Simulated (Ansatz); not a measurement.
# C3H8BClO2: a ladder of functionals and wavefunction methods

One table from this session's results is given with a row withheld; the runs are named, their logs left out.

Program: Ansatz 0.2.0, Gaussian basis. Level of theory: functionals in def2-TZVPP, the program's frozen cores in correlated methods. These are calculated values, not measurements.

Plan: PBE-D4, r2SCAN-D4, PBE0-D4, B3LYP-D4, ωB97X-V, ωB97M-V, B2PLYP; CCSD(T)/def2-TZVPP; MP2/def2-QZVPP; extrapolation to the limit.

## The geometry

The geometry comes from an earlier relaxation with PBE0-D4 in a triple-zeta def2 set; it is a stationary point, not always the lowest conformer.

15 atoms, charge 0, spin multiplicity 1.

Atoms are counted from 1 here; the program's logs count them from 0.

Bond lengths: C1–C2 1.513 Å, C1–H8 1.092 Å, C1–H9 1.092 Å, C1–H10 1.093 Å, C2–C3 1.511 Å, C2–O4 1.431 Å, C2–H11 1.095 Å, C3–H12 1.093 Å, C3–H13 1.091 Å, C3–H14 1.092 Å, O4–B5 1.348 Å, B5–O6 1.354 Å, B5–Cl7 1.773 Å, O6–H15 0.962 Å. Angles: C2–C1–H8 110.3°, C2–C1–H9 110.8°, C2–C1–H10 110.3°, H8–C1–H9 108.2°, H8–C1–H10 108.4°, H9–C1–H10 108.7°, C1–C2–C3 112.9°, C1–C2–O4 109.2°, C1–C2–H11 109.3°, C3–C2–O4 107.4°, C3–C2–H11 109.6°, O4–C2–H11 108.3°, C2–C3–H12 110.5°, C2–C3–H13 110.8°, C2–C3–H14 110.2°, H12–C3–H13 108.5°, H12–C3–H14 108.4°, H13–C3–H14 108.4° and more.

Coordinates:

```mol
C3H8BClO2
  3D, bonds by distance, orders not assigned

 15 14  0  0  0  0  0  0  0  0999 V2000
   -0.1944    0.3584   -1.5562 C   0  0
    0.2869   -0.3458   -0.3068 C   0  0
   -0.1175   -1.8009   -0.2587 C   0  0
   -0.2795    0.2929    0.8419 O   0  0
    0.2708    1.3252    1.5109 B   0  0
   -0.3685    1.8771    2.5690 O   0  0
    1.8415    2.0215    1.0730 Cl  0  0
    0.2194   -0.1219   -2.4455 H   0  0
    0.1192    1.4040   -1.5568 H   0  0
   -1.2848    0.3196   -1.6181 H   0  0
    1.3766   -0.2648   -0.2421 H   0  0
   -1.2050   -1.8967   -0.3026 H   0  0
    0.2339   -2.2701    0.6617 H   0  0
    0.3109   -2.3400   -1.1061 H   0  0
   -1.2096    1.4415    2.7364 H   0  0
  1  2  8  0
  2  3  8  0
  2  4  8  0
  4  5  8  0
  5  6  8  0
  5  7  8  0
  1  8  8  0
  1  9  8  0
  1 10  8  0
  2 11  8  0
  3 12  8  0
  3 13  8  0
  3 14  8  0
  6 15  8  0
M  END
```

The first run:

Input file in.yaml:

```yaml
crystal:
  periodic: [false, false, false]
  atoms:
    - {symbol: C, position_ang: [-0.194447, 0.358423, -1.556203]}
    - {symbol: C, position_ang: [0.286887, -0.345772, -0.306804]}
    - {symbol: C, position_ang: [-0.117527, -1.800920, -0.258725]}
    - {symbol: O, position_ang: [-0.279453, 0.292932, 0.841872]}
    - {symbol: B, position_ang: [0.270817, 1.325227, 1.510857]}
    - {symbol: O, position_ang: [-0.368487, 1.877104, 2.569050]}
    - {symbol: Cl, position_ang: [1.841509, 2.021490, 1.072954]}
    - {symbol: H, position_ang: [0.219401, -0.121949, -2.445474]}
    - {symbol: H, position_ang: [0.119166, 1.404026, -1.556781]}
    - {symbol: H, position_ang: [-1.284777, 0.319591, -1.618121]}
    - {symbol: H, position_ang: [1.376636, -0.264842, -0.242052]}
    - {symbol: H, position_ang: [-1.205048, -1.896720, -0.302614]}
    - {symbol: H, position_ang: [0.233944, -2.270137, 0.661727]}
    - {symbol: H, position_ang: [0.310934, -2.339971, -1.106107]}
    - {symbol: H, position_ang: [-1.209564, 1.441529, 2.736422]}
basis:
  gaussian: {orbitals: def2-TZVPP}
hamiltonian: {xc: pbe, dispersion: d4}
output: {forces: true, orbitals: {seedname: orbitals}}
```

Run with:

```sh
> ansatz run in.yaml --threads 2 --pin off --events-out ev --progress --plain --max-ram 22528MiB --backend cuda --devices 0, --max-vram 18GiB
```

Among the steps run: PBE-D4 (GGA); r2SCAN-D4 (meta-GGA); PBE0-D4 (hybrid); B3LYP-D4 (hybrid); ωB97X-V (range-separated); ωB97M-V (range-separated); B2PLYP (double hybrid); CCSD(T) in def2-TZVPP; MP2 in def2-QZVPP.

One of the session's tables, all rows but one given; the rest of the session is left out.

```
            method  atomisation energy (eV)
            PBE-D4                   65.468
         r2SCAN-D4                   64.388
           PBE0-D4                   64.357
          B3LYP-D4                   63.941
           ωB97X-V                   64.102
           ωB97M-V                   64.322
            B2PLYP                   63.422
     HF/def2-TZVPP                   47.670
    MP2/def2-TZVPP                   63.926
   CCSD/def2-TZVPP                        ?
CCSD(T)/def2-TZVPP                   62.521
           MP2/CBS                   65.418
       CCSD(T)/CBS                   64.013
```

**Question.** Estimate the row for CCSD/def2-TZVPP.

The run gave: atomisation energy (eV): 61.596. In the column «atomisation energy (eV)» it lies between HF/def2-TZVPP (47.670) and CCSD(T)/def2-TZVPP (62.521).
